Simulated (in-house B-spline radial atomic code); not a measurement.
**Zn⁵⁺: highest level by several methods**

Aim: see how far minus the highest orbital energy of Zn⁵⁺ stands from its tabulated ionisation energy, method by method.

Method: scalar-relativistic (X2C), several functionals, spin-polarised; spherical all-electron atom at the radial basis limit. Code: in-house B-spline radial atomic code version 1.

## 1. The system

```
element       : zinc (Z = 30)
charge        : +5
electrons     : 25
configuration : [Ar] 3d7
nucleus       : Fermi, rms radius 3.928 fm
```

Outer shells as boxes (Hund's rule):

[Ar] 3d7
```
[Ar] core
3d [↑↓][↑↓][↑ ][↑ ][↑ ]
```

Where spins are not typed, each open shell is filled with up spins first.

## 2. LDA (PW92)

Settings, as recorded:

```ini
Z = 30
electrons = 25.0
configuration = [Ar] 3d7
hamiltonian = x2c
method = lda,pw
spin_polarised = True
nucleus = fermi
rms_radius = 3.9283
mass_number = 64
atomic_mass = 63.929141776
speed_of_light = 137.035999084
```

## 3. PW91, a GGA

Settings: those of step 2 with these lines changed.

```diff
@@ -4,3 +4,3 @@
 hamiltonian = x2c
-method = lda,pw
+method = pw91,pw91
 spin_polarised = True
```

## 4. Hartree-Fock

Settings: those of step 3 with these lines changed.

```diff
@@ -4,3 +4,3 @@
 hamiltonian = x2c
-method = pw91,pw91
+method = hf
 spin_polarised = True
```

## 5. TPSS, a meta-GGA

Settings: those of step 4 with these lines changed.

```diff
@@ -4,3 +4,3 @@
 hamiltonian = x2c
-method = hf
+method = tpss,tpss
 spin_polarised = True
```

## 6. BP86, a GGA

Settings: those of step 5 with these lines changed.

```diff
@@ -4,3 +4,3 @@
 hamiltonian = x2c
-method = tpss,tpss
+method = b88,p86
 spin_polarised = True
```

Q: The tabulated ionisation energy is 108 ± 1 eV (semi-empirical; NIST Atomic Spectra Database). What does each method give, and which comes nearest?

**Answer**, as computed:

| method | rung | total energy (hartree) | −ε highest (eV) | −ε less tabulated (eV) |
| --- | --- | --- | --- | --- |
| LDA (PW92) | LDA | -1785.0824 | 96.430 (3d down) | -11.570 |
| PW91 | GGA | -1788.3064 | 96.184 (3d down) | -11.816 |
| BP86 | GGA | -1788.4227 | 96.128 (3d down) | -11.872 |
| TPSS | meta-GGA | -1788.1857 | 95.793 (3d down) | -12.207 |
| Hartree-Fock | Hartree-Fock | -1786.9351 | 109.208 (3d down) | +1.208 |

The tabulated ionisation energy is 108 ± 1 eV (semi-empirical; NIST Atomic Spectra Database). Hartree-Fock comes nearest (+1.208 eV) and TPSS is farthest (-12.207 eV, 11 %). Mean absolute error by rung (exchange-only levels left out): LDA 11.57 eV, GGA 11.84 eV, meta-GGA 12.21 eV, Hartree-Fock 1.21 eV. Relativistic terms that these runs lack can be as large as the gaps between close methods, so the nearest may be so by luck. Open shells are averaged (over orientations, and over spins where the run is restricted), while tables refer to the lowest levels. The semilocal levels all lie too high, since self-interaction spoils the long-range potential; for them −ε is no ionisation energy.

Members of this set that are not shown: 1 did not converge; 4 used exact exchange with fractional occupations of an open shell, which is unsound here.
